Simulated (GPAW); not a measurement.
Write an ASE script for GPAW 26.7.0 that does the following.

* Task: band structure
* Functional: LDA
* Potentials or basis: the program's PAW data sets (release 1.2.1) made for this functional
* Cutoff: 600 eV
* Basis: pw
* k mesh: 8 × 8 × 2
* Occupations: fermi-dirac, width 0.05 eV
* Spin: collinear spin, ferromagnetic start
* Starting moments: [0.6, 0.6, 0.6, 1.0] μB
* Maxiter: 150
* Band path: GXSRAZGYX1A1TY,ZT
* Band points: 100

The system is Cu3Ni.

```
CELL_PARAMETERS angstrom
1.31616 -2.06036 0.00000
1.31616 2.06036 0.00000
0.00000 0.00000 8.24586
ATOMIC_POSITIONS crystal
Cu 0.50000 0.50000 0.24669
Cu 0.00000 0.00000 0.50000
Cu 0.50000 0.50000 0.75331
Ni 0.00000 0.00000 0.00000
```

The cell comes from a database or a generator and needn't be the stable form of this composition.

One way to write it, as run:

run.py

```python
from ase import Atoms
from ase.dft.bandgap import bandgap
from ase.io import write
from ase.units import GPa
from gpaw import GPAW, PW

atoms = Atoms(['Cu', 'Cu', 'Cu', 'Ni'],
              cell=[[1.3161551, -2.06036076, 0.0],
                    [1.3161551, 2.06036076, 0.0],
                    [0.0, 0.0, 8.24586025]],
              scaled_positions=[[0.5, 0.5, 0.24669122],
                                [0.0, 0.0, 0.5],
                                [0.5, 0.5, 0.75330878],
                                [0.0, 0.0, 0.0]],
              pbc=True)
atoms.set_initial_magnetic_moments([0.6, 0.6, 0.6, 1.0])

calc = GPAW(mode=PW(600),
            xc='LDA',
            kpts={'size': (8, 8, 2), 'gamma': True},
            occupations={'name': 'fermi-dirac', 'width': 0.05},
            nbands=45,
            convergence={'density': 1e-05, 'energy': 1e-05},
            maxiter=150,
            txt='gpaw.txt')
atoms.calc = calc
energy = atoms.get_potential_energy()
forces = atoms.get_forces()
stress = atoms.get_stress()
calc.write('gs.gpw')
write('result.traj', atoms)
print(f'Energy: {energy:.6f} eV')
print('Forces (eV/A):')
print(forces.round(4))
print('Stress (GPa):', (stress / GPa).round(3))
print('Moments:', calc.get_magnetic_moments().round(3))
print('Fermi level:', round(calc.get_fermi_level(), 4), 'eV')
print(f'Gap: {bandgap(calc)[0]:.4f} eV, direct: {bandgap(calc, direct=True)[0]:.4f} eV')

path = atoms.cell.bandpath('GXSRAZGYX1A1TY,ZT', npoints=100, eps=1e-4)
bs_calc = calc.fixed_density(kpts=path, symmetry='off', nbands=62,
                             convergence={'bands': 'CBM+6.0', 'eigenstates': 1e-6}, txt='bands.txt')
bs = bs_calc.band_structure()
bs.write('bs.json')
print(f'Gap on the path: {bandgap(bs_calc)[0]:.4f} eV')
```

Potentials or basis: the program's PAW data sets (release 1.2.1) made for this functional, pw.

The run is started by

```bash
$ OMP_NUM_THREADS=1 python run.py
```

Results of the run:

```
Pressure                : -7.0 GPa
Largest force           : 0.029 eV/Å
Band gap along the path : none (metal or under the smearing width)
Net moment              : 0.15 μB per cell
Site moments            : Cu -0.00; Ni +0.17 μB
```

Caveat: the k mesh is coarse (spacing up to 0.38 Å⁻¹), so the values aren't converged; with this Cu data set, volumes or pressures lay over 1.5 % or 2 GPa off other programs in two to four cells of ten; the stock nickel data set gives pressures a few GPa off other programs.

Wall time 4.6 min on 1 thread of Arm Neoverse V2, with other jobs on the host, peak memory 0.63 GiB.
